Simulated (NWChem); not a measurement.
# C2H3F3 (1,1,2-trifluoroethane) at PBE/def2-SVPD

What is the electronic atomisation energy of C2H3F3 (1,1,2-trifluoroethane) at PBE/def2-SVPD? 

The calculation is run with NWChem 7.3.0.

## (1) The structure to begin with

C2H3F3 has 8 atoms, charge 0, and is taken as a singlet. As SMILES, `FCC(F)F`. Geometry: relaxed at PBE0-D4/def2-TZVP. This is one conformer, not always the lowest.

Bond lengths: F1–C2 1.372 Å, C2–C3 1.509 Å, C3–F4 1.352 Å, C3–F5 1.356 Å, C2–H6 1.093 Å, C2–H7 1.093 Å, C3–H8 1.095 Å. Some angles: F1–C2–C3 109.3°, C2–C3–F4 110.4°, C2–C3–F5 108.3°, F4–C3–F5 107.9°, F1–C2–H6 109.4°, F1–C2–H7 109.2°, C3–C2–H6 109.5°, C3–C2–H7 109.4°, C2–C3–H8 113.0°, F4–C3–H8 108.2°.

## (2) A single-point energy at PBE/def2-SVPD (run 1)

The input, c2h3f3.xyz:

```xyz
8
C2H3F3
F     -1.142800    -0.681000     1.163100
C     -0.188200     0.195100     0.711800
C      0.172900    -0.152400    -0.711300
F      0.824200    -1.335800    -0.756500
F      1.011700     0.803600    -1.182200
H      0.701700     0.118900     1.342500
H     -0.588500     1.211500     0.747300
H     -0.698800    -0.217000    -1.370500
```

The input, c2h3f3.nw:

```
START c2h3f3
TITLE "C2H3F3"
memory total 2200 mb
charge 0

GEOMETRY units angstrom noautosym nocenter noautoz
  load c2h3f3.xyz
END

BASIS spherical bse
  * library def2-SVPD
END

DFT
  xc xpbe96 cpbe96
  grid fine
  convergence energy 1e-08
  iterations 100
  mulliken
  noprint "final vectors analysis"
END

TASK dft energy
```

Command:

```console
$ nwchem c2h3f3.nw > c2h3f3.out
```

What it wrote:

```text
[...]
          Wavefunction type:  closed shell.
          No. of atoms     :     8
          No. of electrons :    42
[...]
          Charge           :     0
          Spin multiplicity:     1
[...]
          AO basis - number of functions:   133
[...]
              XC Information
              --------------
          PerdewBurkeErnzerhof Exchange Functional  1.000
            Perdew 1991 LDA Correlation Functional  1.000 local
           PerdewBurkeErnz. Correlation Functional  1.000 non-local
[...]
 d= 0,ls=0.0,diis     1   -376.7427360914 -5.68D+02  1.78D-02  1.42D+00     6.0
[...]
 d= 0,ls=0.0,diis    10   -376.8966192856 -6.66D-09  2.74D-07  2.36D-09    49.0
         Total DFT energy =     -376.896619285638
      One electron energy =     -901.536830028391
           Coulomb energy =      376.164205830086
    Exchange-Corr. energy =      -42.883794534390
 Nuclear repulsion energy =      191.359799447058
[...]
      Total Density - Mulliken Population Analysis
     ---------------------------------------------
    Atom       Charge   Shell Charges
 -----------   ------   -------------------------------------------------------
    1 F    9     9.41   1.99  1.14  0.79  0.07  3.34  1.89  0.15  0.01  0.04
    2 C    6     5.33   1.98  0.97 -0.29  0.07  2.08  0.40  0.07  0.06
    3 C    6     5.08   1.98  0.98 -0.24 -0.00  1.98  0.20  0.12  0.06
    4 F    9     9.37   1.99  1.15  0.78  0.06  3.34  1.86  0.15  0.01  0.03
    5 F    9     9.39   1.99  1.15  0.78  0.08  3.34  1.87  0.15  0.01  0.03
    6 H    1     1.09   0.77  0.28  0.02  0.02
    7 H    1     1.07   0.77  0.28  0.02  0.00
    8 H    1     1.25   0.78  0.43  0.02  0.02
[...]
```

Wall time 50 s (1 thread of AMD EPYC 7R43 (Zen 3), shared host); peak memory 0.11 GiB.

## (3) The C atom at the same level (run 2)

The input, run.xyz:

```xyz
1
C energy
C      0.000000     0.000000     0.000000
```

The input, run.nw:

```
start run
title "C energy"
memory total 2200 mb

geometry units angstroms noautosym nocenter noautoz
   load run.xyz
end

basis spherical bse
   * library def2-SVPD
end

dft
   xc xpbe96 cpbe96
   mult 3
   grid fine
   convergence energy 1e-08
   maxiter 100
   mulliken
   noprint "final vectors analysis"
end

task dft energy
```

Command:

```console
$ nwchem run.nw > run.out
```

What it wrote:

```text
[...]
          Wavefunction type:  spin polarized.
          No. of atoms     :     1
          No. of electrons :     6
[...]
          Charge           :     0
          Spin multiplicity:     3
[...]
          AO basis - number of functions:    20
[...]
              XC Information
              --------------
          PerdewBurkeErnzerhof Exchange Functional  1.000
            Perdew 1991 LDA Correlation Functional  1.000 local
           PerdewBurkeErnz. Correlation Functional  1.000 non-local
[...]
 d= 0,ls=0.0,diis     1    -37.7215841781 -3.77D+01  2.17D-02  5.73D-02     0.2
[...]
 d= 0,ls=0.0,diis     6    -37.7521881459 -9.92D-11  6.51D-08  3.95D-13     0.6
[...]
         Total DFT energy =      -37.752188145922
      One electron energy =      -50.401011719889
           Coulomb energy =       17.813852699875
    Exchange-Corr. energy =       -5.165029125907
 Nuclear repulsion energy =        0.000000000000
[...]
      Total Density - Mulliken Population Analysis
     ---------------------------------------------
    Atom       Charge   Shell Charges
 -----------   ------   -------------------------------------------------------
    1 C    6     6.00   1.99  1.27  0.68  0.06  1.24  0.76  0.00  0.00
     --------------------------------------------
      Spin Density - Mulliken Population Analysis
     --------------------------------------------
    Atom       Charge   Shell Charges
 -----------   ------   -------------------------------------------------------
    1 C    6     2.00  -0.00  0.05 -0.02 -0.03  1.24  0.76 -0.00 -0.00
[...]
      <S2> =      2.0029 (Exact =     2.0000)
[...]
```

Run time: 1.4 s. Hardware: 1 thread of AMD EPYC 7R43 (Zen 3), shared host; peak memory 0.1 GiB.

Run 3 isn't shown in full; the table further down has it.

## (4) The H atom at the same level (run 4)

The input, m1.xyz:

```xyz
1

H      0.000000     0.000000     0.000000
```

The input, m1.nw:

```
start m1
memory total 2200 mb

geometry units angstrom noautosym nocenter noautoz
   load format xyz m1.xyz
end

basis spherical bse
   * library def2-SVPD
end

dft
   xc xpbe96 cpbe96
   mult 2
   grid fine
   convergence energy 1e-08
   iterations 100
   mulliken
   print low
end

task dft energy
```

Command:

```console
$ nwchem m1.nw > m1.out
```

What it wrote:

```text
[...]
 d= 0,ls=0.0,diis     1     -0.4986123778 -4.99D-01  1.31D-03  2.49D-05     0.1
[...]
 d= 0,ls=0.0,diis     4     -0.4986294475 -1.31D-13  4.38D-12  3.46D-22     0.2
[...]
         Total DFT energy =       -0.498629447522
      One electron energy =       -0.499262505891
           Coulomb energy =        0.310872781533
    Exchange-Corr. energy =       -0.310239723164
 Nuclear repulsion energy =        0.000000000000
[...]
      Total Density - Mulliken Population Analysis
     ---------------------------------------------
    Atom       Charge   Shell Charges
 -----------   ------   -------------------------------------------------------
    1 H    1     1.00   0.54  0.46  0.00  0.00
     --------------------------------------------
      Spin Density - Mulliken Population Analysis
     --------------------------------------------
    Atom       Charge   Shell Charges
 -----------   ------   -------------------------------------------------------
    1 H    1     1.00   0.54  0.46  0.00  0.00
[...]
      <S2> =      0.7500 (Exact =     0.7500)
[...]
```

It took 1.1 s on 1 thread of AMD EPYC 7R43 (Zen 3), shared host; peak memory 0.098 GiB.

## (5) Overview of the runs

| run | level | partner | energy (Eh) | wall time |
| --- | --- | --- | --- | --- |
| 1 | PBE/def2-SVPD | base | -376.896619 | 50 s |
| 2 | UPBE/def2-SVPD | atoms | -37.752188 | 1.4 s |
| 3 | UPBE/def2-SVPD | atoms | -99.553934 | 1.5 s |
| 4 | UPBE/def2-SVPD | atoms | -0.498629 | 1.1 s |

## (6) What came out

Level: PBE/def2-SVPD.

```
                     quantity        value
         H atom: total energy  -0.49863 Eh
                 H atom: ⟨S²⟩        0.750
electronic atomisation energy    33.594 eV
```

Taking the molecule apart into free atoms costs 33.59 eV (775 kcal/mol), before zero-point energy and without spin-orbit coupling. All runs together took 54 s, the longest 50 s.
